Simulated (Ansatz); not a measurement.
# RuS: the cost of one run

Method: DFT LDA+U (U = 2 eV, J = 0.9 eV on Ru d), plane waves, PAW, in Ansatz 0.2.0.

4 further runs of the same task are left out: 4 that didn't finish. Runs told in other sessions of the task aren't counted.

**1. The structure to begin with**

Symmetry: Fm-3m, No. 225, cubic system. Conventional cell: a = 5.094 Å, b = 5.094 Å, c = 5.094 Å, α = 90.00°, β = 90.00°, γ = 90.00°. Around Ru (site symmetry m-3m) lie 6 S at 2.55 Å. Around S (site symmetry m-3m) lie 6 Ru at 2.55 Å.

Coordinates:

```
CELL_PARAMETERS angstrom
0.00000 2.54676 2.54676
2.54676 0.00000 2.54676
5.09351 5.09351 0.00000
ATOMIC_POSITIONS crystal
Ru 0.50000 0.50000 0.25000
S 0.00000 0.00000 0.00000
Ru 0.50000 0.50000 0.75000
S 0.00000 0.00000 0.50000
```

An earlier series on this cell reached its lowest free state from «ferromagnetic start, free, natural orbitals of the symmetric run filled by rank», perhaps among other starts.

**2. Ferrimagnetic site moments held**

Input file input.yaml:

```yaml
crystal:
  lattice:
    - [0.0, 2.54675546, 2.54675546]
    - [2.54675546, 0.0, 2.54675546]
    - [5.09351092, 5.09351092, 0.0]
  atoms:
    - { symbol: Ru, position: [0.5, 0.5, 0.25], spin: 0.62 }
    - { symbol: S, position: [0.0, 0.0, 0.0] }
    - { symbol: Ru, position: [0.5, 0.5, 0.75], spin: -0.31 }
    - { symbol: S, position: [0.0, 0.0, 0.5] }
basis:
  ecutwfc: 420
  ecutrho_ratio: 4
kpoints:
  mp_grid: { grid: [6, 6, 6] }
hamiltonian:
  xc: lda
  hubbard:
    sites:
      - { site: 0, l: d, u: 2.0, j: 0.9 }
      - { site: 2, l: d, u: 2.0, j: 0.9 }
scf:
  occupations: { method: gaussian, width: 0.05 }
  lower_state_search: "off"
  max_iter: 150
output:
  forces: true
  stress: true
  eigenvalues: true
  populations: true
  hubbard: { sites: [{ site: 0, l: d }, { site: 2, l: d }] }
magnetization:
  spin_polarized: true
  spin_locking: { lock_spins: true }
```

The lock stays on to the end, so the result is a constrained state unless its moments die out.

Launch:

```sh
$ ansatz run input.yaml --threads 2 --pin off --max-ram 3072MiB --backend cpu --events-out ev --progress --plain --runs-dir out
```

**Question.** How long does this run take on 2 threads of Arm Neoverse N1, shared host, and how much memory does it need?

About 22 s, with a peak of 0.43 GiB.
